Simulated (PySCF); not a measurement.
# [Bi2]+: forces at shaken geometries

Aim: move all atoms of relaxed [Bi2]+ at random and read energies and forces. It is a constructed species; whether it can be made isn't addressed.

The runs use PySCF 2.14.0; BP86, Bi def2-SVP with ECP60; scalar-relativistic core potentials, no spin–orbit coupling.

4 further runs of the same task are left out: 2 for a known fault of the program, 2 that didn't finish.

### Step 1. Starting geometry

2 atoms, charge 1, spin multiplicity 2.

Bond lengths: Bi1–Bi2 2.781 Å.

Geometry (Å):

```
atom    x (Å)    y (Å)     z (Å)
 Bi1  0.00000  0.00000   1.39074
 Bi2  0.00000  0.00000  -1.39074
```

An earlier session relaxed this geometry at BP86, Bi def2-SVP with ECP60 (doublet, point group D∞h).

Its energy there is -429.323801 Eh.

### Step 2. Atoms moved at random, σ = 0.03 Å

The input, run.py (the lines that set the calculation):

```python
mol = gto.M(atom='''
Bi     0.06454     0.00157     1.41433
Bi    -0.06454    -0.00157    -1.41433''',
    basis={'Bi': 'def2-SVP'},
    ecp={'Bi': 'def2-SVP'},
    charge=1, spin=1)
mf = dft.UKS(mol, xc='B88,P86')
mf.grids.atom_grid = (50, 194)
mf = mf.density_fit()  # fitting sets: Bi def2-universal-JKFIT
mf.conv_tol = 1e-08; mf.max_cycle = 55
mf.kernel(dm0)  # dm0: the density of the relaxed state
```

Started as:

```console
$ OMP_NUM_THREADS=2 python run.py
```

### Step 3. Atoms moved at random, σ = 0.06 Å

run.py (the lines that set the calculation): that of step 2 with these lines changed.

```diff
@@ -1,4 +1,4 @@
 mol = gto.M(atom='''
-Bi     0.06454     0.00157     1.41433
-Bi    -0.06454    -0.00157    -1.41433''',
+Bi    -0.02507     0.03673     1.43454
+Bi     0.02507    -0.03673    -1.43454''',
     basis={'Bi': 'def2-SVP'},
```

### Step 4. Atoms moved at random, σ = 0.15 Å

run.py (the lines that set the calculation): that of step 3 with these lines changed.

```diff
@@ -1,4 +1,4 @@
 mol = gto.M(atom='''
-Bi    -0.02507     0.03673     1.43454
-Bi     0.02507    -0.03673    -1.43454''',
+Bi     0.17045     0.09020     1.37079
+Bi    -0.17045    -0.09020    -1.37079''',
     basis={'Bi': 'def2-SVP'},
```

**Question.** What will these runs give? Wanted: for each run, σ; energy rise; harmonic estimate −½ F·u; largest force component.

**Answer**, as computed:

| σ (Å) | energy rise (eV) | harmonic estimate −½ F·u (eV) | largest force component (eV/Å) |
| --- | --- | --- | --- |
| 0.03 | 0.014 | 0.014 | 0.50 |
| 0.06 | 0.040 | 0.038 | 0.83 |
| 0.15 | 0.007 | -0.001 | 0.15 |

Every displacement raises the energy. For a harmonic well the rise equals −½ F·u; the two differ by at most 4 % here (a move with σ = 0.06 Å), from anharmonicity, the grid and the small forces left at the relaxed point. These are double-zeta-type bases without diffuse functions. Spin–orbit coupling is left out for this open shell, where it can reorder the states. Open shells may have lower solutions than the one found.
